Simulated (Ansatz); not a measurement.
# CH₅AlN₂O: a ladder of functionals and wavefunction methods

An exercise on one series of results from a longer session: the logs are not shown, and one member is left open.

Program: Ansatz 0.2.0, Gaussian basis. Level of theory: functionals in def2-TZVPP, the program's frozen cores in correlated methods. These are calculated values, not measurements.

Plan: PBE-D4, r2SCAN-D4, PBE0-D4, B3LYP-D4, ωB97X-V, ωB97M-V, B2PLYP; CCSD(T)/def2-TZVPP; MP2/def2-QZVPP; extrapolation to the limit.

**The relaxed structure**

An earlier PBE0-D4 in a triple-zeta def2 set relaxation fixed the geometry.

10 atoms, charge 0, spin multiplicity 1.

Atoms are counted from 1 here; the program's logs count them from 0.

Bond lengths: N1–C2 1.359 Å, N1–H6 1.002 Å, N1–H7 1.004 Å, C2–O3 1.357 Å, C2–N4 1.253 Å, O3–H8 0.963 Å, N4–Al5 1.731 Å, Al5–H9 1.585 Å, Al5–H10 1.586 Å. Angles: C2–N1–H6 117.1°, C2–N1–H7 118.6°, H6–N1–H7 118.3°, N1–C2–O3 109.6°, N1–C2–N4 126.6°, O3–C2–N4 123.8°, C2–O3–H8 105.8°, C2–N4–Al5 176.0°, N4–Al5–H9 119.3°, N4–Al5–H10 119.0°, H9–Al5–H10 121.7°.

Set-up of the first run:

The input, in.yaml:

```yaml
crystal:
  periodic: [false, false, false]
  atoms:
    - {symbol: N, position_ang: [-1.238044, 1.060310, 0.869957]}
    - {symbol: C, position_ang: [-0.773682, -0.008654, 0.170797]}
    - {symbol: O, position_ang: [-1.795284, -0.864829, -0.082079]}
    - {symbol: N, position_ang: [0.402663, -0.192082, -0.219176]}
    - {symbol: Al, position_ang: [2.045605, -0.327322, -0.748070]}
    - {symbol: H, position_ang: [-0.555613, 1.667117, 1.282840]}
    - {symbol: H, position_ang: [-2.141072, 0.994925, 1.304215]}
    - {symbol: H, position_ang: [-1.413586, -1.581603, -0.600048]}
    - {symbol: H, position_ang: [2.466023, 0.298710, -2.142489]}
    - {symbol: H, position_ang: [3.086191, -1.097771, 0.167053]}
basis:
  gaussian: {orbitals: def2-TZVPP}
hamiltonian: {xc: pbe, dispersion: d4}
output: {forces: true, orbitals: {seedname: orbitals}}
```

Launch:

```
> ansatz run in.yaml --threads 4 --pin off --events-out ev --progress --plain --max-ram 10444MiB
```

Steps of the session up to this table: PBE-D4 (GGA); r2SCAN-D4 (meta-GGA); PBE0-D4 (hybrid); B3LYP-D4 (hybrid); ωB97X-V (range-separated); ωB97M-V (range-separated); B2PLYP (double hybrid); CCSD(T) in def2-TZVPP; MP2 in def2-QZVPP.

One table of the session follows, with a row left open; its other results are not shown here.

| method | atomisation energy (eV) |
| --- | --- |
| PBE-D4 | 38.665 |
| r2SCAN-D4 | 37.514 |
| PBE0-D4 | 37.480 |
| B3LYP-D4 | 37.651 |
| ωB97X-V | 37.708 |
| ωB97M-V | ? |
| B2PLYP | 37.132 |
| HF/def2-TZVPP | 24.803 |
| MP2/def2-TZVPP | 37.010 |
| CCSD/def2-TZVPP | 35.379 |
| CCSD(T)/def2-TZVPP | 36.115 |
| MP2/CBS | 38.290 |
| CCSD(T)/CBS | 37.396 |

Estimate the missing values for ωB97M-V.

The run gave: atomisation energy (eV): 37.699. In the column «atomisation energy (eV)» it lies between B3LYP-D4 (37.651) and ωB97X-V (37.708).
